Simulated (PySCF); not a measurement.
# [TlS]+: other functionals and bases at one geometry

How far do other levels of theory move the description of [TlS]+, and what does each cost? The structure is generated, not taken from experiment.

The runs use PySCF 2.14.0; several levels, as the steps say, no spin–orbit coupling.

2 further runs of the same task are left out: 2 for a known fault of the program.

## 1. Where the work starts

2 atoms, charge 1, spin multiplicity 1.

No contacts short enough for the rule that draws bonds.

Geometry (Å):

```
Tl    0.0000    0.0000   -0.7851
S     0.0000    0.0000    2.3789
```

Formal oxidation states: Tl +3. An earlier session relaxed this geometry at BP86, Tl def2-SVP with ECP60, S def2-SVP (singlet, point group C∞v).

At BP86 on the finer grid: E = -570.412736 Eh, HOMO -11.72 eV, LUMO -12.84 eV, Mulliken charge on Tl1 +0.79 e, largest force component 0.001 eV/Å. An empty level lies below a filled one, so this isn't the lowest state.

Levels to run: B3LYP; wB97X; r2SCAN; revPBE; BP86, TZVP; BP86, x2c-SVP. Hardware: 2 threads of Arm Neoverse V1, shared host.

## 2. B3LYP

Input file run.py (the lines that set the calculation):

```python
mol = gto.M(atom='''
Tl     0.00000     0.00000    -0.78513
S      0.00000     0.00000     2.37894''',
    basis={'Tl': 'def2-SVP', 'S': 'def2-SVP'},
    ecp={'Tl': 'def2-SVP'},
    charge=1, spin=0)
mf = dft.RKS(mol, xc='B3LYP')
mf.grids.atom_grid = (75, 302)
mf = mf.density_fit()  # fitting sets: Tl def2-universal-JKFIT, S def2-universal-JKFIT
mf.conv_tol = 1e-08; mf.max_cycle = 55
mf.kernel(dm0)  # dm0: the density of the relaxed state
```

On the command line:

```console
> OMP_NUM_THREADS=2 python run.py
```

## 3. wB97X

run.py (the lines that set the calculation): that of step 2 with these lines changed.

```diff
@@ -6,3 +6,3 @@
     charge=1, spin=0)
-mf = dft.RKS(mol, xc='B3LYP')
+mf = dft.RKS(mol, xc='WB97X')
 mf.grids.atom_grid = (75, 302)
```

## 4. r2SCAN

run.py (the lines that set the calculation): that of step 3 with these lines changed.

```diff
@@ -6,3 +6,3 @@
     charge=1, spin=0)
-mf = dft.RKS(mol, xc='WB97X')
+mf = dft.RKS(mol, xc='R2SCAN')
 mf.grids.atom_grid = (75, 302)
```

## 5. revPBE

run.py (the lines that set the calculation): that of step 4 with these lines changed.

```diff
@@ -6,3 +6,3 @@
     charge=1, spin=0)
-mf = dft.RKS(mol, xc='R2SCAN')
+mf = dft.RKS(mol, xc='PBE_R,PBE')
 mf.grids.atom_grid = (75, 302)
```

## 6. BP86, TZVP

Basis: Tl def2-TZVP with ECP60, S def2-TZVP. 

Input file run.py (the lines that set the calculation):

```python
mol = gto.M(atom='''
Tl     0.00000     0.00000    -0.78513
S      0.00000     0.00000     2.37894''',
    basis={'Tl': 'def2-TZVP', 'S': 'def2-TZVP'},
    ecp={'Tl': 'def2-TZVP'},
    charge=1, spin=0)
mf = dft.RKS(mol, xc='B88,P86')
mf.grids.atom_grid = (75, 302)
mf = mf.density_fit()  # fitting sets: Tl def2-universal-JKFIT, S def2-universal-JKFIT
mf.conv_tol = 1e-08; mf.max_cycle = 55
mf.kernel(dm0)  # dm0: free metal ions and neutral atoms
```

## 7. BP86, x2c-SVP

Basis: Tl x2c-SVPall, S x2c-SVPall. All electrons are treated, with the spin-free X2C Hamiltonian.

Input file run.py (the lines that set the calculation):

```python
mol = gto.M(atom='''
Tl     0.00000     0.00000    -0.78513
S      0.00000     0.00000     2.37894''',
    basis={'Tl': 'x2c-SVPall', 'S': 'x2c-SVPall'},
    nucmod='G',
    charge=1, spin=0)
mf = dft.RKS(mol, xc='B88,P86')
mf.grids.atom_grid = (99, 590)
mf = mf.density_fit()  # fitting sets: Tl AutoAux, S AutoAux
mf = mf.sfx2c1e()
mf.conv_tol = 1e-08; mf.max_cycle = 55
mf.kernel(dm0)  # dm0: free metal ions and neutral atoms
```

What does the calculation give? Wanted: for each run, HOMO; gap; charge on Tl1; dipole; largest force.

As calculated:

| level | state | HOMO (eV) | gap (eV) | charge on Tl1 (e) | dipole (D) | largest force (eV/Å) | basis functions | time |
| --- | --- | --- | --- | --- | --- | --- | --- | --- |
| BP86 (relaxed here) | singlet | -11.72 | -1.12 | 0.79 | 1.22 | 0.00 | 44 | 5 s |
| B3LYP | singlet | -12.60 | 0.97 | 0.80 | 1.05 | 0.07 | 44 | 0.5 s |
| wB97X | singlet | -15.25 | 6.50 | 0.83 | 0.64 | 0.06 | 44 | 0.8 s |
| r2SCAN | singlet | -11.91 | -0.67 | 0.81 | 1.02 | 0.01 | 44 | 5.4 s |
| revPBE | singlet | -11.56 | -1.09 | 0.80 | 1.16 | 0.10 | 44 | 4.3 s |
| BP86, TZVP | singlet | -11.84 | -1.04 | 0.80 | 1.22 | 0.01 | 87 | 11 s |
| BP86, x2c-SVP | singlet | -11.69 | -1.12 | 0.79 | 1.14 | 0.07 | 80 | 37 s |

Times are on 2 threads of Arm Neoverse V1, shared host; the first row also made further properties. The dipole of a charged species depends on the origin, so these sizes hold for this origin alone.

In one basis the HOMO–LUMO gap runs from -1.12 eV (BP86) to 6.50 eV (wB97X). The largest leftover force, 0.10 eV/Å with revPBE, stands at a geometry relaxed at another level. The Mulliken charge on Tl spans +0.79 to +0.83 e over the levels. Total energies of different levels can't be compared. Spin–orbit coupling is left out throughout.
